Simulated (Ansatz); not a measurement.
# TiSnS4: the cost of one run

Method: DFT PBE, scalar-relativistic, plane waves, PAW, unless a step names another level, in Ansatz 0.2.0.

6 further runs of the same task are left out: 1 that didn't finish, 5 set aside as unsound or not needed.

**1. Plan**

Pauling electronegativities: Ti 1.54, Sn 1.96, S 2.58 (spread 1.04). The formula balances with common oxidation states: Sn +4, Ti +4, S -2. Tabulated atomic sizes suggest about 22 Å³/atom. 24 candidates were drawn, by swapping species into database cells of other compounds, at random by space group and Wyckoff sites, or by hand, as the table says:

```tsv
name	made from	space group no.	Wyckoff sites	atoms (primitive cell)	V (Å³/atom)
c01	database cell of ZrCu4Ag	216	Ti 4a; Sn 4c; S 16e	6	21.4
c02	database cell of CeCdNi4	216	Ti 4c; Sn 4b; S 16e	6	20.7
c03	random	164	Ti 1a; Sn 1b; S 2d, 2c	6	24.4
c04	random	47	Ti 1g; Sn 1f; S 2p, 2q	6	22.9
c05	random	216	Ti 4c; Sn 4d; S 16e	6	25.8
c06	random	69	Ti 4a; Sn 4b; S 16n	6	27.9
c07	built by hand: CdI2-type, in-plane striped order	10	Ti 1a; Sn 1f; S 2m, 2n	6	21.8
c08	random	216	Ti 4d; Sn 4a; S 16e	6	25.6
c09	database cell of FeCoSn4	97	Ti 2b; Sn 2a; S 8j	6	18.9
c10	database cell of SbRhO4	65	Ti 2c; Sn 2a; S 4g, 4j	6	20.0
c11	random	65	Ti 2b; Sn 2c; S 8p	6	28.1
c12	random	65	Ti 2d; Sn 2c; S 4i, 2b, 2a	6	26.6
c13	random	139	Ti 2a; Sn 2b; S 4d, 4e	6	27.0
c14	database cell of YZrFe4	216	Ti 4a; Sn 4d; S 16e	6	25.0
c15	random	187	Ti 1a; Sn 1d; S 2h, 2g	6	23.5
c16	database cell of TaVH4	166	Ti 3a; Sn 3b; S 6c, 6c	6	18.5
c17	built by hand: CdI2-type, alternating TiS2/SnS2 layers	164	Ti 1a; Sn 1b; S 2d, 2d	6	21.5
c18	random	187	Ti 1a; Sn 1f; S 2h, 2g	6	25.7
c19	random	123	Ti 1d; Sn 1a; S 4m	6	22.7
c20	random	123	Ti 1d; Sn 1a; S 2g, 1b, 1c	6	24.3
c21	database cell of Si4MoW	123	Ti 1a; Sn 1d; S 2h, 2g	6	19.1
c22	database cell of TaTiB4	191	Ti 1a; Sn 1b; S 4h	6	19.5
c23	database cell of CaCeC4	65	Ti 2a; Sn 2c; S 4i, 4j	6	19.7
c24	random	99	Ti 1b; Sn 1a; S 4f	6	27.2
```

**2. Screening run of c17**

Input file input.yaml:

```yaml
crystal:
  lattice:
    - [3.54, 0.0, 0.0]
    - [-1.77, 3.06572993, 0.0]
    - [0.0, 0.0, 11.9]
  atoms:
    - { symbol: Ti, position: [0.0, 0.0, 0.0], spin: 1.0 }
    - { symbol: Sn, position: [0.0, 0.0, 0.5] }
    - { symbol: S, position: [0.33333333, 0.66666667, 0.12] }
    - { symbol: S, position: [0.66666667, 0.33333333, 0.88] }
    - { symbol: S, position: [0.66666667, 0.33333333, 0.375] }
    - { symbol: S, position: [0.33333333, 0.66666667, 0.625] }
basis:
  ecutwfc: 420
kpoints:
  mp_grid: { grid: [4, 4, 1] }
hamiltonian:
  xc: pbe
scf:
  occupations: { method: gaussian, width: 0.15 }
  lower_state_search: "off"
output:
  forces: true
  stress: true
  eigenvalues: true
  populations: true
magnetization:
  spin_polarized: true
relax:
  adjacent_minimum: "off"
  f_tol: 0.08
  max_steps: 16
  cell: { stress_tol: 0.8 }
```

Run with:

```console
ansatz run input.yaml --threads 1 --pin off --max-ram 2560MiB --backend cpu --events-out ev --progress --plain --runs-dir out
```

What time and memory should one allow on 1 thread of Intel Xeon Platinum 8488C (Sapphire Rapids), shared host?

About 19 s, with a peak of 0.46 GiB.
